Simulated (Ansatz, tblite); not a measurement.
# Cyclo-(F2GeNMe)3 (C3H9F6Ge3N3): one state, many levels

Aim: run the singlet of cyclo-(F2GeNMe)3 (C3H9F6Ge3N3) at one geometry on many levels, and compare frontier levels, spin and run time.

The runs use Ansatz 0.2.0, Gaussian basis; as each input shows.

The runs, in order: GFN1-xTB, GFN2-xTB, PBE-D4/def2-TZVP, r2SCAN-D4/def2-TZVP, revPBE-D4/def2-TZVP, ωB97M-V/def2-TZVP, ωB97X-V/def2-TZVP, LC-ωPBE(0.10)/def2-SVP, LC-ωPBE(0.15)/def2-SVP, LC-ωPBE(0.20)/def2-SVP, LC-ωPBE(0.30)/def2-SVP, PBE-D4/def2-SVP, PBE0-D4/def2-SVP, HF/STO-3G, HF/6-31G, B3LYP-D4/6-31G, MP2/def2-TZVP, RPA/def2-TZVP.

## 1. The structure

The singlet was relaxed beforehand with PBE-D4/def2-SVP.

24 atoms, charge 0, spin multiplicity 1.

Bond lengths: Ge1–F2 1.748 Å, Ge1–F3 1.748 Å, Ge1–N4 1.816 Å, Ge1–N14 1.821 Å, N4–C5 1.478 Å, N4–Ge6 1.821 Å, C5–H16 1.108 Å, C5–H17 1.111 Å, C5–H18 1.109 Å, Ge6–F7 1.748 Å, Ge6–F8 1.749 Å, Ge6–N9 1.821 Å, N9–C10 1.478 Å, N9–Ge11 1.816 Å, C10–H19 1.109 Å, C10–H20 1.108 Å, C10–H21 1.111 Å, Ge11–F12 1.748 Å and more. Angles: F2–Ge1–F3 101.3°, F2–Ge1–N4 113.0°, F2–Ge1–N14 106.8°, F3–Ge1–N4 108.0°, F3–Ge1–N14 114.7°, N4–Ge1–N14 112.7°, Ge1–N4–C5 118.3°, Ge1–N4–Ge6 123.0°, C5–N4–Ge6 118.6°, N4–C5–H16 109.8°, N4–C5–H17 112.3°, N4–C5–H18 109.8°, H16–C5–H17 108.7°, H16–C5–H18 107.5°, H17–C5–H18 108.7°, N4–Ge6–F7 108.1°, N4–Ge6–F8 112.4°, N4–Ge6–N9 113.0° and more.

PBE0-D4/def2-TZVP was run before; its log isn't repeated, and its numbers join the tables.

## 2. GFN1-xTB

Tight binding, by tblite at 300 K electronic temperature and without a spin-polarisation term:

```python
tblite.interface.Calculator('GFN1-xTB', numbers, positions, charge=0, uhf=0).singlepoint()
```

Energy -1543.1800 eV, HOMO -11.25 eV, LUMO -7.05 eV; 0.047 s.

## 3. GFN2-xTB

Tight binding, by tblite at 300 K electronic temperature and without a spin-polarisation term:

```python
tblite.interface.Calculator('GFN2-xTB', numbers, positions, charge=0, uhf=0).singlepoint()
```

Energy -1477.1583 eV, HOMO -11.74 eV, LUMO -7.73 eV; 0.031 s.

## 4. PBE-D4/def2-TZVP

start.molden holds the orbitals of an earlier run on this state, given as this run's starting guess.

Contents of in.yaml:

```yaml
crystal:
  periodic: [false, false, false]
  atoms:
    - {symbol: Ge, position_ang: [0.558543, -1.078269, -1.428140]}
    - {symbol: F, position_ang: [1.085374, -0.734044, -3.058780]}
    - {symbol: F, position_ang: [0.676790, -2.821810, -1.392150]}
    - {symbol: N, position_ang: [-1.175854, -0.628038, -1.132487]}
    - {symbol: C, position_ang: [-2.219690, -1.286488, -1.946311]}
    - {symbol: Ge, position_ang: [-1.676730, 0.663627, 0.048738]}
    - {symbol: F, position_ang: [-3.243025, 0.232026, 0.692588]}
    - {symbol: F, position_ang: [-2.011574, 2.190725, -0.735265]}
    - {symbol: N, position_ang: [-0.520830, 0.838074, 1.444472]}
    - {symbol: C, position_ang: [-1.032848, 1.368525, 2.725828]}
    - {symbol: Ge, position_ang: [1.254547, 0.480533, 1.308180]}
    - {symbol: F, position_ang: [1.712875, -0.501903, 2.679353]}
    - {symbol: F, position_ang: [2.257284, 1.891793, 1.549154]}
    - {symbol: N, position_ang: [1.708875, -0.215774, -0.311403]}
    - {symbol: C, position_ang: [3.131528, -0.140635, -0.716151]}
    - {symbol: H, position_ang: [-3.186235, -1.264237, -1.405555]}
    - {symbol: H, position_ang: [-2.353395, -0.797475, -2.934348]}
    - {symbol: H, position_ang: [-1.954055, -2.350529, -2.109538]}
    - {symbol: H, position_ang: [-0.508173, 0.879997, 3.571667]}
    - {symbol: H, position_ang: [-2.111314, 1.135271, 2.824009]}
    - {symbol: H, position_ang: [-0.897423, 2.467529, 2.810101]}
    - {symbol: H, position_ang: [3.202809, -0.089061, -1.820089]}
    - {symbol: H, position_ang: [3.713111, -1.018232, -0.362901]}
    - {symbol: H, position_ang: [3.589428, 0.778384, -0.300984]}
basis:
  gaussian: {orbitals: def2-TZVP, fitting: {mean_field: def2-universal-jkfit}, initial_orbitals: start.molden}
hamiltonian: {xc: pbe, dispersion: d4}
scf: {omitted_lower_state_checks: [starts]}
output: {orbitals: {seedname: orbitals}}
```

Command:

```console
ansatz run in.yaml --threads 2 --pin off --events-out ev --progress --plain --max-ram 32768MiB --backend cuda --devices 0, --max-vram 18GiB
```

After this run come: r2SCAN-D4/def2-TZVP; revPBE-D4/def2-TZVP; ωB97M-V/def2-TZVP; ωB97X-V/def2-TZVP; LC-ωPBE(0.10)/def2-SVP; LC-ωPBE(0.15)/def2-SVP; LC-ωPBE(0.20)/def2-SVP; LC-ωPBE(0.30)/def2-SVP; PBE-D4/def2-SVP; PBE0-D4/def2-SVP; HF/STO-3G; HF/6-31G; B3LYP-D4/6-31G; MP2/def2-TZVP; RPA/def2-TZVP.

Q: Predict the results of all the runs planned. Wanted: gap in def2-TZVP, named functionals, smallest and largest; gap over the ω; correlation energy, MP2/def2-TZVP; binding an atom, functionals in def2-TZVP; PBE0 total energy, smallest basis above largest.

**Answer**, as computed:

```
                                                 quantity                                 value
gap in def2-TZVP, named functionals, smallest and largest  4.20 eV (PBE-D4), 11.41 eV (ωB97X-V)
                                  gap over the ω (1/bohr)       7.16 eV at 0.1, 10.98 eV at 0.3
                        correlation energy, MP2/def2-TZVP                             -91.05 eV
                binding an atom, functionals in def2-TZVP  4.01 (revPBE-D4) to 4.14 eV (PBE-D4)
          PBE0 total energy, smallest basis above largest        50.43 eV (def2-SVP, def2-TZVP)
```

Orbital gaps of the named functionals in def2-TZVP span 4.20 eV (PBE-D4) to 11.41 eV (ωB97X-V); exact exchange widens it. Raising the ω (1/bohr) from 0.1 to 0.3 moves the HOMO by -2.15 eV and the LUMO by +1.67 eV.
